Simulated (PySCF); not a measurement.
# Changing the system itself: InF

One physical setting of the base script is moved in each run, with the edits that it forces.

Program: PySCF 2.14.0. Level of theory: method and basis as typed in the scripts. These are calculated values, not measurements.

2 further runs of the same task are left out: 1 for a known fault of the program, 1 that didn't finish.

## (1) Where the work starts

InF: 2 atoms, charge 0, spin multiplicity 1.

Bond lengths: In1–F2 1.804 Å.

## (2) The base run

Contents of input.py:

```python
from pyscf import gto, scf, mp

mol = gto.M(
    atom='In 0 0 0; F 0 0 1.804',
    basis='x2c-svpall',
    charge=0,
    spin=0,
    symmetry=True,
    verbose=3,
)
mf = scf.UHF(mol)
mf = mf.sfx2c1e()
mf.kernel()
mp.MP2(mf).kernel()
mf.dip_moment()
print('orbital energies (hartree):', [e[max(0, n-3):n+3].round(4) for e, n in zip(mf.mo_energy, mol.nelec)])
```

The run is started by

```sh
> OMP_NUM_THREADS=1 python input.py
```

Its log is not repeated here.

In short: E(SCF) = -5977.210036 Eh, E(MP2) − E(SCF) = -0.26360 Eh, μ = 1.82 D (of the SCF density).

The bond length is a typed value, not an optimised one.

## (3) Bond 2.255 Å

Edit 1 changes bond length: 1.804 Å → 2.255 Å.

Contents of input.py:

```python
from pyscf import gto, scf, mp

mol = gto.M(
    atom='In 0 0 0; F 0 0 2.255',
    basis='x2c-svpall',
    charge=0,
    spin=0,
    symmetry=True,
    verbose=3,
)
mf = scf.UHF(mol)
mf = mf.sfx2c1e()
mf.kernel()
mp.MP2(mf).kernel()
mf.dip_moment()
print('orbital energies (hartree):', [e[max(0, n-3):n+3].round(4) for e, n in zip(mf.mo_energy, mol.nelec)])
```

The run is started by

```sh
> OMP_NUM_THREADS=1 python input.py
```

## (4) Quintet

Edit 2 changes spin (2S): 0 → 4.

input.py: that of step 2 with these lines changed.

```diff
@@ -6,3 +6,3 @@
     charge=0,
-    spin=0,
+    spin=4,
     symmetry=True,
```

## (5) Bond 2.02 Å

Edit 3 changes bond length: 1.804 Å → 2.02 Å.

input.py: that of step 2 with these lines changed.

```diff
@@ -3,3 +3,3 @@
 mol = gto.M(
-    atom='In 0 0 0; F 0 0 1.804',
+    atom='In 0 0 0; F 0 0 2.02',
     basis='x2c-svpall',
```

## (6) Bond 5.412 Å

Edit 4 changes bond length: 1.804 Å → 5.412 Å.

input.py: that of step 2 with these lines changed.

```diff
@@ -3,3 +3,3 @@
 mol = gto.M(
-    atom='In 0 0 0; F 0 0 1.804',
+    atom='In 0 0 0; F 0 0 5.412',
     basis='x2c-svpall',
```

## (7) Bond 1.588 Å

Edit 5 changes bond length: 1.804 Å → 1.588 Å.

input.py: that of step 2 with these lines changed.

```diff
@@ -3,3 +3,3 @@
 mol = gto.M(
-    atom='In 0 0 0; F 0 0 1.804',
+    atom='In 0 0 0; F 0 0 1.588',
     basis='x2c-svpall',
```

## (8) Charge +1 (doublet)

Edit 6 changes charge: 0 → 1; spin (2S): 0 → 1.

input.py: that of step 2 with these lines changed.

```diff
@@ -5,4 +5,4 @@
     basis='x2c-svpall',
-    charge=0,
-    spin=0,
+    charge=1,
+    spin=1,
     symmetry=True,
```

**Question.** What will these runs give? Wanted: for each run, E(SCF); from base; gap, α spin; SCF dipole; after the SCF.

**Answer**, as computed:

| run | E(SCF) (hartree) | from base (eV) | gap, α spin (eV) | SCF dipole (D) | after the SCF |
| --- | --- | --- | --- | --- | --- |
| base | -5977.210036 | 0 | 10.32 | 1.82 | MP2 correlation -7.173 eV |
| bond 2.255 Å | -5977.206586 | +0.0939 | 10.63 | 4.95 | MP2 correlation -7.215 eV |
| quintet | -5976.859777 | +9.5310 | 8.17 | 2.13 | MP2 correlation -4.991 eV |
| bond 2.02 Å | -5977.225058 | -0.4088 | 10.53 | 3.30 | MP2 correlation -7.209 eV |
| bond 5.412 Å | -5977.001541 | +5.6734 | 3.32 | 24.02 | MP2 correlation -6.761 eV |
| bond 1.588 Å | -5977.104722 | +2.8657 | 10.02 | 0.33 | MP2 correlation -7.121 eV |
| charge +1 (doublet) | -5976.893712 | +8.6076 | 12.57 | n/a | MP2 correlation -6.649 eV |

**Reading.** Of the runs whose energies can be compared, “quintet” moves the SCF energy most (+9.531 eV). The quintet solution found lies 9.53 eV above the base singlet at this geometry and level. At the SCF level, going to the doublet with one electron fewer costs 8.61 eV at fixed geometry, against 9.10 eV for the negative of the highest filled level. With bond 5.412 Å the frontier gap moves by over 1.5 eV, which can mean another electronic state rather than the bond length alone.
